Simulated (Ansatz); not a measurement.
# CH6AlBrSi: a ladder of functionals and wavefunction methods

An exercise on one series of results from a longer session: the logs are not shown, and one member is left open.

The runs use Ansatz 0.2.0, Gaussian basis; functionals in def2-TZVPP, the program's frozen cores in correlated methods.

Plan: PBE-D4, r2SCAN-D4, PBE0-D4, B3LYP-D4, ωB97X-V, ωB97M-V, B2PLYP; CCSD(T)/def2-TZVPP; MP2/def2-QZVPP; extrapolation to the limit.

## The geometry

All runs share one geometry, relaxed beforehand with PBE0-D4 in a triple-zeta def2 set.

SMILES `[CH3][Al]([SiH3])[Br]`, 10 atoms, charge 0, spin multiplicity 1.

Atoms are counted from 1 here; the program's logs count them from 0.

Bond lengths: C1–Al2 1.943 Å, C1–H5 1.095 Å, C1–H6 1.095 Å, C1–H7 1.092 Å, Al2–Si3 2.450 Å, Al2–Br4 2.272 Å, Si3–H8 1.488 Å, Si3–H9 1.492 Å, Si3–H10 1.492 Å. Angles: Al2–C1–H5 110.5°, Al2–C1–H6 110.5°, Al2–C1–H7 112.4°, H5–C1–H6 106.6°, H5–C1–H7 108.3°, H6–C1–H7 108.3°, C1–Al2–Si3 125.2°, C1–Al2–Br4 118.2°, Si3–Al2–Br4 116.6°, Al2–Si3–H8 112.6°, Al2–Si3–H9 110.4°, Al2–Si3–H10 110.5°, H8–Si3–H9 108.1°, H8–Si3–H10 108.1°, H9–Si3–H10 106.9°.

Geometry (Å):

```mol
CH6AlBrSi
  3D, bonds by distance, orders not assigned

 10  9  0  0  0  0  0  0  0  0999 V2000
   -0.7395    1.6198   -0.7847 C   0  0
   -0.5094   -0.2839   -0.4718 Al  0  0
    1.0992   -1.2733    1.0887 Si  0  0
   -1.8233   -1.7305   -1.6308 Br  0  0
    0.1984    2.0683   -1.1286 H   0  0
   -1.0084    2.1313    0.1455 H   0  0
   -1.5124    1.8285   -1.5268 H   0  0
    1.0377   -2.7595    1.1071 H   0  0
    0.8507   -0.7811    2.4751 H   0  0
    2.4900   -0.8706    0.7290 H   0  0
  1  2  8  0
  2  3  8  0
  2  4  8  0
  1  5  8  0
  1  6  8  0
  1  7  8  0
  3  8  8  0
  3  9  8  0
  3 10  8  0
M  END
```

The first run:

in.yaml reads:

```yaml
crystal:
  periodic: [false, false, false]
  atoms:
    - {symbol: C, position_ang: [-0.739479, 1.619838, -0.784662]}
    - {symbol: Al, position_ang: [-0.509370, -0.283901, -0.471819]}
    - {symbol: Si, position_ang: [1.099216, -1.273349, 1.088734]}
    - {symbol: Br, position_ang: [-1.823310, -1.730514, -1.630760]}
    - {symbol: H, position_ang: [0.198427, 2.068308, -1.128632]}
    - {symbol: H, position_ang: [-1.008421, 2.131270, 0.145545]}
    - {symbol: H, position_ang: [-1.512445, 1.828471, -1.526841]}
    - {symbol: H, position_ang: [1.037746, -2.759518, 1.107141]}
    - {symbol: H, position_ang: [0.850708, -0.781131, 2.475078]}
    - {symbol: H, position_ang: [2.490028, -0.870574, 0.729016]}
basis:
  gaussian: {orbitals: def2-TZVPP}
hamiltonian: {xc: pbe, dispersion: d4}
output: {forces: true, orbitals: {seedname: orbitals}}
```

Command:

```bash
> ansatz run in.yaml --threads 4 --pin off --events-out ev --progress --plain --max-ram 10444MiB
```

Steps of the session up to this table: PBE-D4 (GGA); r2SCAN-D4 (meta-GGA); PBE0-D4 (hybrid); B3LYP-D4 (hybrid); ωB97X-V (range-separated); ωB97M-V (range-separated); B2PLYP (double hybrid); CCSD(T) in def2-TZVPP; MP2 in def2-QZVPP.

One table of the session follows, with a row left open; its other results are not shown here.

```
            method  atomisation energy (kcal/mol)
            PBE-D4                          751.8
         r2SCAN-D4                          756.8
           PBE0-D4                          749.5
          B3LYP-D4                              ?
           ωB97X-V                          756.9
           ωB97M-V                          752.3
            B2PLYP                          742.1
     HF/def2-TZVPP                          580.1
    MP2/def2-TZVPP                          738.3
   CCSD/def2-TZVPP                          729.0
CCSD(T)/def2-TZVPP                          736.9
           MP2/CBS                          757.5
       CCSD(T)/CBS                          756.2
```

Q: Estimate the row for B3LYP-D4 from the others.

The run gave: atomisation energy (kcal/mol): 749.9. In the column «atomisation energy (kcal/mol)» it lies between PBE0-D4 (749.5) and PBE-D4 (751.8).

Caveats from the session: Free atoms (1 C, 1 Al, 1 Si, 1 Br, 6 H) were run apart at each level; the atomisation energy is their sum less the molecule, without zero-point or spin-orbit terms.
